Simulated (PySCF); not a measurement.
# A workflow on CH5InO (SMILES C[O][InH2])

Aim: a geometry optimisation (HF-D3(BJ)/STO-3G), then the harmonic vibrations, then a single-point energy (CCSD(T)/ANO-RCC-MB), then the excited states (EOM-CCSD/STO-3G) of CH5InO. The job is set up through a Python script.

The results are computed with PySCF 2.14.0.

## 1. The molecule

CH5InO has 8 atoms, charge 0, and is taken as a singlet. As SMILES, `C[O][InH2]`. All atoms were displaced at random from a relaxed shape. The run starts from this shape.

Bond lengths: C1–O2 1.453 Å, O2–In3 1.888 Å, C1–H4 1.097 Å, C1–H5 1.034 Å, C1–H6 1.129 Å, In3–H7 1.783 Å, In3–H8 1.561 Å. Angles: C1–O2–In3 124.3°, O2–C1–H4 106.0°, O2–C1–H5 116.7°, O2–C1–H6 111.8°, O2–In3–H7 123.9°, O2–In3–H8 108.3°, H4–C1–H5 115.8°, H4–C1–H6 100.8°, H5–C1–H6 104.7°, H7–In3–H8 127.1°.

## 2. A geometry optimisation at HF-D3(BJ)/STO-3G (IEF-PCM benzene) (run 1)

The input, start.xyz:

```xyz
8

C     -0.562633     1.102492    -0.403975
O     -0.703973    -0.234497     0.146743
In     0.745139    -1.361700     0.588913
H     -1.319647     1.185809    -1.194218
H      0.392659     1.399412    -0.663716
H     -0.921916     1.893104     0.316715
H      2.425038    -1.071597     0.068000
H      0.176796    -2.652490     1.257050
```

The input, run.py:

```python
# C[O][InH2]
from pyscf import gto, solvent
from pyscf.geomopt.geometric_solver import kernel as optimise

mol = gto.M(
    atom='start.xyz',
    basis='sto-3g',
    verbose=4,
    spin=0,
    max_memory=1860,
    charge=0,
)

calc0 = mol.RHF()
calc0 = calc0.PCM()
calc0.with_solvent.method = 'IEF-PCM'
calc0.with_solvent.eps = 2.2706
calc0.disp = 'd3bj'
converged, mol_eq = optimise(calc0, maxsteps=100)
print('converged:', converged)
print(mol_eq.tostring())

calc0.reset(mol_eq)
mol = mol_eq
calc0.kernel()
e_final = calc0.e_tot
print('Final energy', e_final)
```

Started as:

```bash
$ OMP_NUM_THREADS=1 python run.py
```

Output:

```text
PySCF version 2.14.0

[... 106 lines left out ...]
WARN: PCM is an experimental feature. It is still in testing.
[... 131 lines left out ...]
Solvent Energy = -0.00450977941377326
[... 177 lines left out ...]
Solvent Energy = -0.00441112406949577
[... 126 lines left out ...]
converged SCF energy = -5797.08013824952
[... 177 lines left out ...]
converged SCF energy = -5797.0801780753
[... 177 lines left out ...]
converged SCF energy = -5797.08018397106
[... 179 lines left out ...]
Solvent Energy = -0.00453598485417028
[... 178 lines left out ...]
Solvent Energy = -0.0045968162666562
[... 177 lines left out ...]
Solvent Energy = -0.0046004603394496
[... 175 lines left out ...]
Solvent Energy = -0.00460447872277209
[... 177 lines left out ...]
Solvent Energy = -0.00460422131769891
[... 179 lines left out ...]
Solvent Energy = -0.0046046689072799
[... 112 lines left out ...]
converged SCF energy = -5797.08041795264
Final energy -5797.080417952641
```

It took 2.6 min on 1 thread of Arm Neoverse V2, shared host; peak memory 0.52 GiB.

Step by step:

| step | energy from the first frame kept (eV) | largest force (eV/Å) |
| --- | --- | --- |
| 0 | 0.0000 | 5.7310 |
| 1 | -0.4750 | 1.4044 |
| 2 | -0.5573 | 0.7986 |
| 3 | -0.5960 | 0.1766 |
| 4 | -0.5991 | 0.1315 |
| 5 | -0.6000 | 0.0373 |
| 6 | -0.6001 | 0.0238 |
| 7 | -0.6002 | 0.0137 |
| 8 | -0.6003 | 0.0165 |
| 9 | -0.6005 | 0.0394 |
| 10 | -0.6015 | 0.1276 |
| 11 | -0.6002 | 0.2788 |
| 12 | -0.6024 | 0.1811 |
| 13 | -0.6040 | 0.1341 |
| 14 | -0.6059 | 0.0986 |
| 15 | -0.6063 | 0.0326 |
| 16 | -0.6064 | 0.0116 |
| 17 | -0.6066 | 0.0151 |
| 18 | -0.6067 | 0.0101 |
| 19 | -0.6067 | 0.0031 |
| 20 | -0.6067 | 0.0006 |

After the run. Bond lengths: C1–O2 1.414 Å, O2–In3 1.899 Å, C1–H4 1.096 Å, C1–H5 1.096 Å, C1–H6 1.096 Å, In3–H7 1.575 Å, In3–H8 1.575 Å. Angles: C1–O2–In3 120.7°, O2–C1–H4 110.1°, O2–C1–H5 113.3°, O2–C1–H6 113.3°, O2–In3–H7 116.9°, O2–In3–H8 111.9°, H4–C1–H5 106.6°, H4–C1–H6 106.6°, H5–C1–H6 106.5°, H7–In3–H8 131.1°.

## 3. Vibrational wavenumbers at HF-D3(BJ)/STO-3G (IEF-PCM benzene) (run 2)

The input, geometry.xyz:

```xyz
8
CH5InO
C     -1.016652     2.009460    -0.860804
O     -1.190648     0.667844    -0.450946
In     0.284473    -0.353778     0.172069
H     -1.972896     2.429937    -1.190916
H     -0.318022     2.117267    -1.705634
H     -0.645035     2.659410    -0.067916
H      1.685679     0.363690     0.205840
H     -0.140888    -1.815988     0.573144
```

The input, calc.py:

```python
from pyscf import gto, solvent, symm
from pyscf.hessian import thermo

mol = gto.M(
    atom='geometry.xyz',
    spin=0,
    basis='sto-3g',
    max_memory=1860,
    verbose=4,
)

mf = mol.RHF()
mf = mf.PCM()
mf.with_solvent.method = 'IEF-PCM'
mf.with_solvent.eps = 2.2706
mf.disp = 'd3bj'
mf.kernel()

e_tot = mf.e_tot
print(f'total energy: {e_tot:.8f} hartree')
hess = mf.Hessian().kernel()
modes = thermo.harmonic_analysis(mol, hess)
thermo.dump_normal_mode(mol, modes)
symm.geom.TOLERANCE = 1e-3  # for the symmetry number
th = thermo.thermo(mf, modes['freq_au'], 298.15, 101325)
thermo.dump_thermo(mol, th)
```

Started as:

```bash
$ OMP_NUM_THREADS=1 python calc.py
```

Output:

```text
PySCF version 2.14.0

[... 39 lines left out ...]
WARN: PCM is an experimental feature. It is still in testing.
[... 14 lines left out ...]
Solvent Energy = -0.00699724869420834
[... 7 lines left out ...]
Solvent Energy = -0.00456928767973619
[... 7 lines left out ...]
Solvent Energy = -0.0045893515341129
[... 7 lines left out ...]
Solvent Energy = -0.00460402209165399
[... 7 lines left out ...]
Solvent Energy = -0.00460465888814262
[... 7 lines left out ...]
Solvent Energy = -0.00460463307017163
[... 2 lines left out ...]
total energy: -5797.08036722 hartree
[... 5 lines left out ...]
WARN: Mole.unit (angstrom) is changed to Bohr
[... 375 lines left out ...]
Gibbs free energy [Eh] -5797.04823
```

Run time: 60 s. Hardware: 1 thread of Arm Neoverse V2, shared host; peak memory 0.91 GiB.

## 4. The energy at CCSD(T)/ANO-RCC-MB (sfX2C) (run 3)

The input, calc.py:

```python
from pyscf import gto, cc

mol = gto.M(
    atom=[
    ('C', (-0.573149, 1.031763, -0.432330)),
    ('O', (-0.747145, -0.309853, -0.022472)),
    ('In', (0.727976, -1.331475, 0.600543)),
    ('H', (-1.529393, 1.452240, -0.762442)),
    ('H', (0.124195, 1.141703, -1.270718)),
    ('H', (-0.202818, 1.683846, 0.367000)),
    ('H', (2.129182, -0.614007, 0.634314)),
    ('H', (0.302615, -2.793685, 1.001618)),
],
    basis='ano-rcc-mb',
    verbose=4,
    spin=0,
    charge=0,
    max_memory=1860,
)

mf = mol.RHF()
mf = mf.sfx2c1e()
mf.kernel()

mycc = cc.CCSD(mf, frozen=20)
mycc.kernel()
e_t = mycc.ccsd_t()
e_tot = mycc.e_tot + e_t
print(f'total energy: {e_tot:.8f} hartree')
```

Started as:

```bash
$ OMP_NUM_THREADS=1 python calc.py
```

Output:

```text
PySCF version 2.14.0

[... 64 lines left out ...]
converged SCF energy = -5993.70257722769
[... 12 lines left out ...]
Init t2, MP2 energy = -5993.82463661293  E_corr(MP2) -0.122059385240006
[... 14 lines left out ...]
CCSD converged
[... 2 lines left out ...]
total energy: -5993.86392421 hartree
```

It took 6.3 s on 1 thread of Arm Neoverse V2, shared host; peak memory 0.16 GiB.

## 5. The vertical excitations at EOM-CCSD/STO-3G (root kind ee, spin of roots triplet) (run 4)

The input, input.py:

```python
import numpy
from pyscf import gto, cc

mol = gto.M(
    atom=[
    ('C', (-0.573149, 1.031763, -0.432330)),
    ('O', (-0.747145, -0.309853, -0.022472)),
    ('In', (0.727976, -1.331475, 0.600543)),
    ('H', (-1.529393, 1.452240, -0.762442)),
    ('H', (0.124195, 1.141703, -1.270718)),
    ('H', (-0.202818, 1.683846, 0.367000)),
    ('H', (2.129182, -0.614007, 0.634314)),
    ('H', (0.302615, -2.793685, 1.001618)),
],
    verbose=4,
    spin=0,
    basis='sto-3g',
    max_memory=1860,
)

mf = mol.RHF()
mf.kernel()

mycc = cc.CCSD(mf, frozen=20)
mycc.kernel()
energy = mycc.e_tot
print('E(%s) = %.9f' % ('EOM-CCSD', energy))

e, vec = mycc.eomee_ccsd_triplet(nroots=8)
roots = numpy.atleast_1d(e) * 27.211386
print('EOM-EE-CCSD roots (eV)')
for i, w in enumerate(roots, 1):
    print('%3d %10.4f' % (i, w))
```

Started as:

```bash
$ OMP_NUM_THREADS=1 python input.py
```

Output:

```text
PySCF version 2.14.0

[... 62 lines left out ...]
converged SCF energy = -5797.03920471477
[... 12 lines left out ...]
Init t2, MP2 energy = -5797.16291885156  E_corr(MP2) -0.123714136790433
[... 13 lines left out ...]
CCSD converged
[... 3 lines left out ...]
******** <class 'pyscf.cc.eom_rccsd.EOMEETriplet'> ********
max_space = 20
max_cycle = 50
conv_tol = 1e-07
partition = None
EOM-CCSD root 0 E = 0.173062971603946  qpwt = 0.925429  conv = True
EOM-CCSD root 1 E = 0.1800432606120818  qpwt = 0.922023  conv = True
EOM-CCSD root 2 E = 0.2546413638136882  qpwt = 0.948452  conv = True
EOM-CCSD root 3 E = 0.2805525127249614  qpwt = 0.933961  conv = True
EOM-CCSD root 4 E = 0.2890536468561231  qpwt = 0.936764  conv = True
EOM-CCSD root 5 E = 0.3074320332154814  qpwt = 0.941302  conv = True
EOM-CCSD root 6 E = 0.3566011865628843  qpwt = 0.952209  conv = True
EOM-CCSD root 7 E = 0.3702799852635911  qpwt = 0.958322  conv = True
EOM-EE-CCSD roots (eV)
  1     4.7093
  2     4.8992
  3     6.9291
  4     7.6342
  5     7.8656
  6     8.3657
  7     9.7036
  8    10.0758
```

Wall time 2.5 s (1 thread of Arm Neoverse V2, shared host); peak memory 0.13 GiB.

The roots found:

| excited state | energy (eV) |
| --- | --- |
| 1 | 4.709 |
| 2 | 4.899 |
| 3 | 6.929 |
| 4 | 7.634 |
| 5 | 7.866 |
| 6 | 8.366 |
| 7 | 9.704 |
| 8 | 10.076 |

## 6. What came out

| quantity | value |
| --- | --- |
| run 1, HF-D3(BJ)/STO-3G: total energy at the end | -5797.08042 Eh |
| run 1, HF-D3(BJ)/STO-3G: dipole moment | 1.44 D |
| run 1, HF-D3(BJ)/STO-3G: HOMO energy | -7.65 eV |
| run 1, HF-D3(BJ)/STO-3G: LUMO energy | 6.33 eV |
| run 1, HF-D3(BJ)/STO-3G: HOMO–LUMO gap | 13.98 eV |
| run 1, HF-D3(BJ)/STO-3G: dispersion energy | -96.44 kJ/mol |
| run 1, HF-D3(BJ)/STO-3G: solvent term in the energy | -12.1 kJ/mol |
| run 2, HF-D3(BJ)/STO-3G: total energy | -5797.08037 Eh |
| run 2, HF-D3(BJ)/STO-3G: lowest harmonic wavenumber | 27 cm⁻¹ |
| run 2, HF-D3(BJ)/STO-3G: highest harmonic wavenumber | 3681 cm⁻¹ |
| run 2, HF-D3(BJ)/STO-3G: zero-point energy | 163.5 kJ/mol |
| run 2, HF-D3(BJ)/STO-3G: ideal-gas entropy at 298.15 K (symmetry number 1 as used) | 76.7 cal/(mol K) |
| run 3, CCSD(T)/ANO-RCC-MB: total energy | -5993.86392 Eh |
| run 3, CCSD(T)/ANO-RCC-MB: dipole moment (Hartree–Fock density) | 1.68 D |
| run 3, CCSD(T)/ANO-RCC-MB: HOMO energy (Hartree–Fock orbitals) | -11.34 eV |
| run 3, CCSD(T)/ANO-RCC-MB: LUMO energy (Hartree–Fock orbitals) | 0.79 eV |
| run 3, CCSD(T)/ANO-RCC-MB: HOMO–LUMO gap (Hartree–Fock orbitals) | 12.13 eV |
| run 3, CCSD(T)/ANO-RCC-MB: correlation energy (20 core orbitals frozen) | -161.3 mEh |
| run 3, CCSD(T)/ANO-RCC-MB: (T) correction | -4.94 mEh |
| run 3, CCSD(T)/ANO-RCC-MB: T1 diagnostic | 0.021 |
| run 4, EOM-CCSD/STO-3G: ground-state or mean-field energy | -5797.19996 Eh |
| run 4, EOM-CCSD/STO-3G: dipole moment (Hartree–Fock density) | 1.35 D |
| run 4, EOM-CCSD/STO-3G: HOMO energy (Hartree–Fock orbitals) | -7.66 eV |
| run 4, EOM-CCSD/STO-3G: LUMO energy (Hartree–Fock orbitals) | 6.09 eV |
| run 4, EOM-CCSD/STO-3G: HOMO–LUMO gap (Hartree–Fock orbitals) | 13.75 eV |
| run 4, EOM-CCSD/STO-3G: correlation energy (20 core orbitals frozen) | -160.8 mEh |

In words: The optimisation (run 1, HF-D3(BJ)/STO-3G) took 20 steps and changed the energy by -0.607 eV. Mulliken charges (run 1, HF-D3(BJ)/STO-3G) run from -0.45 on O2 to +0.83 on In3. Relativity is left out (run 1, HF-D3(BJ)/STO-3G) although the molecule holds a heavy atom. All 18 modes (run 2, HF-D3(BJ)/STO-3G) are real, though the softest (27 cm⁻¹) is within numerical noise. Mulliken charges (run 2, HF-D3(BJ)/STO-3G) run from -0.45 on O2 to +0.83 on In3. Relativity is left out (run 2, HF-D3(BJ)/STO-3G) although the molecule holds a heavy atom.
